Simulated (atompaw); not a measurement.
# A PAW (atompaw) potential for bromine, from input to tests

Task: generate the file, and judge it by its logarithmic derivatives, its ghosts and its cutoff.

Method: atompaw 4.2.0.5, LDA (PW92), scalar-relativistic.

## Step 1: The design

The settings as typed:

```json
{"element": "bromine (Br, Z = 35)", "type": "PAW", "frozen core": "[Ar] 3d10", "valence charge": "7", "reference configuration": "4s2 4p5", "partial waves": "4s (bound): rc 1.65 bohr; 4s channel at 3.5 Ry: rc 1.65 bohr; 4p (bound): rc 1.60 bohr; 4p channel at 0.05 Ry: rc 1.65 bohr; 4d channel at 0.05 Ry: rc 1.65 bohr", "local potential": "troulliermartins scheme with l = 3 at 0 Ry, radius 1.55 bohr", "core correction": "smooth core density matched at 1.30 bohr", "augmentation charge": "besselshape compensation charge, radius 1.35 bohr; PAW radius 1.65 bohr; waves and projectors: custom rrkj gramschmidtortho"}
```

## Step 2: The generation run

Contents of Br.input:

```
Br 35
LDA-PW scalarrelativistic loggrid 1500 logderivrange -3 5 201
4 4 3 0 0 0
4 1 5
0 0 0
c
c
c
v
c
c
v
c
2
1.65 1.35 1.55 1.30
y
3.5
n
y
0.05
n
y
0.05
n
custom rrkj gramschmidtortho besselshape
3 0 troulliermartins
1.65
1.65
1.60
1.65
1.65
PWSCFOUT
UPFDX 0.0125d0 UPFXMIN -7.d0 UPFZMESH 35.d0
END
```

Started as:

```sh
$ atompaw < Br.input > Br.log
```

Before running it: what results should come out? Wanted: cutoffs for 10 and 1 mRy, occupied levels; bound ghosts; largest phase difference near zero energy, channels read; lowest eigenvalue of the overlap; share of valence orbitals outside the PAW sphere; UPF file.

**Answer**, as computed:

| quantity | value |
| --- | --- |
| cutoffs for 10 and 1 mRy, occupied levels | 12 Ry and 18 Ry |
| bound ghosts | p at -42.77 eV |
| largest phase difference near zero energy, channels read | 0.010 rad |
| lowest eigenvalue of the overlap (Bessel basis) | 0.403 (p) |
| share of valence orbitals outside the PAW sphere | 4s 45 %, 4p 66 % |
| UPF file | written |

What this shows: It has a bound ghost (p), a state that the atom doesn't have, and that rules the file out. By its cutoff, 12 Ry for the looser tolerance, it is soft on the atom at that tolerance. The slowest occupied level is 4p: taken alone it needs 15 Ry to come within 1 mRy, against 8 Ry for 4s. Near zero energy the phases of the channels with partial waves agree within 0.010 rad. All of this concerns the isolated atom, not yet a solid.
